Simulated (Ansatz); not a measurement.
# C: a tetragonal deformation path

The task here is to estimate one member of a computed series from the others.

Program: Ansatz 0.2.0. Level of theory: DFT r2SCAN, scalar-relativistic, plane waves, PAW. These are calculated values, not measurements.

### Starting point

Symmetry: Fd-3m, No. 227, cubic system. The conventional cell has a = 3.567 Å, b = 3.567 Å, c = 3.567 Å, α = 90.00°, β = 90.00°, γ = 90.00°. C (site symmetry -43m) is surrounded by 4 C at 1.54 Å.

As a file:

```xyz
2
Lattice="0.0000 1.7834 1.7834 1.7834 0.0000 1.7834 1.7834 1.7834 0.0000" Properties=species:S:1:pos:R:3 pbc="T T T"
C     1.7834    1.7834    1.7834
C     2.6751    2.6751    2.6751
```

The cell is taken as given, not relaxed at this level.

### The reference cell

Reference values: F = -503.1111 eV; pressure -2.44 GPa; largest force 0.000 eV/Å; gap on the mesh 4.37 eV. It was computed beforehand with the settings of the runs below.

Set-up of the first run:

At fixed volume and fractional coordinates, lengths along (0.000, 0.000, 1.000) are scaled against those across it; ρ is that ratio over its starting value.

input.yaml

```yaml
crystal:
  lattice:
    - [0.0, 2.0018995919, 1.4153430115]
    - [2.0018995919, 0.0, 1.4153430115]
    - [2.0018995919, 2.0018995919, 0.0]
  atoms:
    - { symbol: C, position: [0.5, 0.5, 0.5] }
    - { symbol: C, position: [0.75, 0.75, 0.75] }
basis:
  ecutwfc: 500
kpoints:
  mp_grid: { grid: [12, 12, 12] }
hamiltonian:
  xc: r2scan
scf:
  occupations: { method: gaussian, width: 0.05 }
output:
  forces: true
  stress: true
  eigenvalues: true
```

Launch:

```
$ ansatz run input.yaml --threads 1 --pin off --max-ram 2560MiB --backend cpu --events-out ev --progress --plain --runs-dir out
```

Steps of the session up to this table: ρ = 0.707; At ρ = 1.414; Point ρ = 0.850; At ρ = 1.200; At ρ = 0.780; ρ = 1.300; Point ρ = 0.920; At ρ = 1.100; ρ = 0.650; ρ = 1.500; At ρ = 0.960; Point ρ = 1.050.

One of the session's tables, all rows but one given; the rest of the session is left out.

The scan, with free energies counted from the undisturbed cell:

```
    ρ  ΔE (meV/atom)  pressure (GPa)  gap on the mesh (eV)
0.650         1428.3             0.0                  0.00
0.707         1025.6            -0.4                  0.00
0.780          589.0            -0.9                  0.00
0.850          272.0            -1.7                  0.34
0.920              ?               ?                     ?
0.960           18.8            -2.4                  3.30
1.000            0.0            -2.4                  4.37
1.050           28.6            -2.3                  3.73
1.100          112.5            -2.0                  3.12
1.200          432.7            -0.5                  1.99
1.300          932.4             2.1                  0.93
1.414         1678.5             6.5                  0.00
1.500         2277.1            10.2                  0.00
```

Q: Estimate the row for ρ = 0.920 from the others.

Worked estimate for «ΔE (meV/atom)». A straight line through the neighbours (0.850, 272.0) and (0.960, 18.8) gives 272.0 + (18.8 − 272.0) × (0.920 − 0.850) / (0.960 − 0.850) = 110.9; a parabola fitted to 4 rows on both sides gives 76.3.

The run gave: ΔE (meV/atom): 76.1; pressure (GPa): -2.2; gap on the mesh (eV): 2.24. In «ΔE (meV/atom)» the line misses by +34.8 and the parabola by +0.2.

Where the gap reads zero, the mesh chosen for the insulator is on the coarse side.
